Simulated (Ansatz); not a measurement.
The system is Ta4NiO11.

```
Ta Ni O
1.0
     1.95495  -14.82973    0.00000
     1.95495   14.82973    0.00000
     0.00000    0.00000    3.88590
Ta Ni O
4 1 11
Direct
  0.20437 0.79563 0.00000
  0.92451 0.07549 0.00000
  0.07549 0.92451 0.00000
  0.79563 0.20437 0.00000
  0.50000 0.50000 0.00000
  0.13987 0.86013 0.00000
  0.72107 0.27893 0.00000
  0.43645 0.56355 0.00000
  0.56355 0.43645 0.00000
  0.00000 0.00000 0.00000
  0.86013 0.13987 0.00000
  0.27893 0.72107 0.00000
  0.92790 0.07210 0.50000
  0.07210 0.92790 0.50000
  0.79436 0.20564 0.50000
  0.20564 0.79436 0.50000
```

The cell was built by a generator and needn't be a form met in nature.

Base run:

- Program: Ansatz 0.2.0
- Functional: PBEsol
- Potentials or basis: Ansatz PAW
- Cutoff: 420 eV (not typed: the program's choice for these potentials)
- k mesh: 7 × 7 × 7
- Occupations: fermi-dirac, width 0.05 eV
- Spin: collinear spin, ferromagnetic start
- Starting moments: [0.0, 0.0, 0.0, 0.0, 1.0, 0.0, 0.0, 0.0, 0.0, 0.0, 0.0, 0.0, 0.0, 0.0, 0.0, 0.0] μB

Its results: band gap on the k mesh none (metal or under the smearing width); pressure -5.1 GPa; net moment 0.85 μB per cell; site moments Ta -0.00; Ni +0.67; O -0.00, +0.01, +0.10, +0.00 μB; largest force 0.151 eV/Å.

Q: The run is repeated on the same cell with these changes: functional from PBEsol to PBE. What comes out?

A: Band gap on the k mesh none (metal or under the smearing width); pressure 0.1 GPa; net moment 0.85 μB per cell; site moments Ta -0.00; Ni +0.68; O -0.00, +0.01, +0.09, +0.00 μB; largest force 0.053 eV/Å.

PBE binds less tightly than PBEsol, so the same cell stands under more pressure.

Caveats: spin-orbit coupling is left out, which moves the levels of the heavy elements; a cell with one magnetic atom can't hold antiferromagnetic order, which such compounds often take; semilocal functionals often make such compounds metallic where correlation or magnetic order opens a gap, which also shifts bond lengths; the PAW data sets come from PBE, with cores solved anew for the run's functional, which leaves a small shift of forces and pressure (some runs).
